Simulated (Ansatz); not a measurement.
# CH6O3Si: the cost of one run

All numbers below are computed with Ansatz 0.2.0 (RKS PBE/STO-3G).

## 1. The structure to begin with

Bond lengths: Si1–O2 1.680 Å, O2–C3 1.420 Å, C3–H4 1.110 Å, C3–H5 1.110 Å, C3–H6 1.110 Å, Si1–O7 1.680 Å, O7–H8 1.010 Å, Si1–O9 1.679 Å, O9–H10 1.010 Å, Si1–H11 1.459 Å. Angles (14 of 15 angles, heavy atoms first): Si1–O2–C3 125.0°, O2–Si1–O7 109.4°, O2–Si1–O9 109.5°, O7–Si1–O9 109.5°, O2–Si1–H11 109.5°, O7–Si1–H11 109.5°, O9–Si1–H11 109.5°, O2–C3–H4 109.5°, O2–C3–H5 109.5°, O2–C3–H6 109.5°, Si1–O7–H8 109.5°, Si1–O9–H10 109.5°, H4–C3–H5 109.4°, H4–C3–H6 109.4°.

Coordinates:

```xyz
11

Si    0.0000    0.0000    0.0000
O     0.0000    0.0000    1.6800
C    -1.1112   -0.3437    2.4945
H    -1.8140   -0.9775    1.9143
H    -0.7584   -0.9037    3.3856
H    -1.6313    0.5809    2.8212
O     1.5842    0.0000   -0.5594
H     1.9006   -0.9521   -0.6761
O    -0.7913    1.3709   -0.5594
H    -1.7491    1.1401   -0.7818
H    -0.6877   -1.1914   -0.4862
```

## 2. Relaxing the start

input.yaml reads:

```yaml
crystal:
  periodic: [false, false, false]
  atoms:
    - { symbol: Si, position_ang: [0.0, 0.0, 0.0] }
    - { symbol: O, position_ang: [0.0, 0.0, 1.68] }
    - { symbol: C, position_ang: [-1.1112, -0.3437, 2.4945] }
    - { symbol: H, position_ang: [-1.814, -0.9775, 1.9143] }
    - { symbol: H, position_ang: [-0.7584, -0.9037, 3.3856] }
    - { symbol: H, position_ang: [-1.6313, 0.5809, 2.8212] }
    - { symbol: O, position_ang: [1.5842, 0.0, -0.5594] }
    - { symbol: H, position_ang: [1.9006, -0.9521, -0.6761] }
    - { symbol: O, position_ang: [-0.7913, 1.3709, -0.5594] }
    - { symbol: H, position_ang: [-1.7491, 1.1401, -0.7818] }
    - { symbol: H, position_ang: [-0.6877, -1.1914, -0.4862] }
basis:
  gaussian: { orbitals: STO-3G }
hamiltonian:
  xc: pbe
relax:
  f_tol: 0.02
  max_steps: 40
```

Run with:

```bash
ansatz run input.yaml --threads 1 --pin off --max-ram 2048MiB --backend cpu --events-out ev --progress --plain --runs-dir out
```

What time and memory should one allow on 1 thread of Arm Neoverse V1, shared host?

About 64 s, with a peak of 0.12 GiB.
